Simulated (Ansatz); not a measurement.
# AlF5H3OTa: the cost of one run

Program: Ansatz 0.2.0. Level of theory: RHF/def2-SVP. These are calculated values, not measurements.

**1. Starting point**

Bond lengths: Ta1–F2 2.280 Å, Ta1–F3 1.930 Å, Ta1–F4 1.930 Å, Ta1–F5 1.930 Å, Ta1–F6 1.930 Å, Ta1–O7 2.320 Å, O7–Al8 1.780 Å, Al8–H9 1.560 Å, Al8–H10 1.560 Å, Ta1–H11 2.315 Å. Angles (14 of 25 angles, heavy atoms first): F2–Ta1–F3 90.0°, F2–Ta1–F4 90.0°, F2–Ta1–F5 120.0°, F2–Ta1–F6 120.0°, F2–Ta1–O7 71.6°, F3–Ta1–F4 180.0°, F3–Ta1–F5 90.0°, F3–Ta1–F6 90.0°, F3–Ta1–O7 59.6°, F4–Ta1–F5 90.0°, F4–Ta1–F6 90.0°, F4–Ta1–O7 120.4°, F5–Ta1–F6 120.0°, F5–Ta1–O7 148.6°.

Structure file:

```xyz
11

Ta    0.0000    0.0000    0.0000
F     2.2800    0.0000    0.0000
F     0.0000    0.0000    1.9300
F     0.0000    0.0000   -1.9300
F    -0.9650    1.6714    0.0000
F    -0.9650   -1.6714    0.0000
O     0.7315   -1.8635    1.1725
Al    0.0236   -3.4918    1.0465
H     0.7561   -4.5995    0.2280
H    -1.3292   -3.8111    1.7545
H     1.9139   -1.1026    0.6938
```

**2. Pulling towards end A**

Springs on the bonds that form and break draw the guess towards this end; the thresholds are loose.

input.yaml

```yaml
crystal:
  periodic: [false, false, false]
  atoms:
    - { symbol: Ta, position_ang: [0.0, 0.0, 0.0] }
    - { symbol: F, position_ang: [2.28, 0.0, 0.0] }
    - { symbol: F, position_ang: [0.0, 0.0, 1.93] }
    - { symbol: F, position_ang: [0.0, 0.0, -1.93] }
    - { symbol: F, position_ang: [-0.965, 1.6714, 0.0] }
    - { symbol: F, position_ang: [-0.965, -1.6714, 0.0] }
    - { symbol: O, position_ang: [0.7315, -1.8635, 1.1725] }
    - { symbol: Al, position_ang: [0.0236, -3.4918, 1.0465] }
    - { symbol: H, position_ang: [0.7561, -4.5995, 0.228] }
    - { symbol: H, position_ang: [-1.3292, -3.8111, 1.7545] }
    - { symbol: H, position_ang: [1.9139, -1.1026, 0.6938] }
basis:
  gaussian: { orbitals: def2-SVP }
hamiltonian:
  xc: hf
relax:
  f_tol: 0.15
  max_steps: 25
  restrain:
    - { distance: [0, 6], at: 3.22, k: 30.0 }
    - { distance: [10, 1], at: 2.12, k: 30.0 }
    - { distance: [0, 1], at: 1.93, k: 30.0 }
    - { distance: [10, 6], at: 1.01, k: 30.0 }
```

Started as:

```sh
$ ansatz run input.yaml --threads 4 --pin off --max-ram 5120MiB --backend cpu --events-out ev --progress --plain --runs-dir out
```

**Question.** How long does this run take on 4 threads of Intel Xeon Platinum 8259CL at 2.50GHz (Skylake/Cascade Lake), shared host, and how much memory does it need?

About 54 s, with a peak of 0.46 GiB.
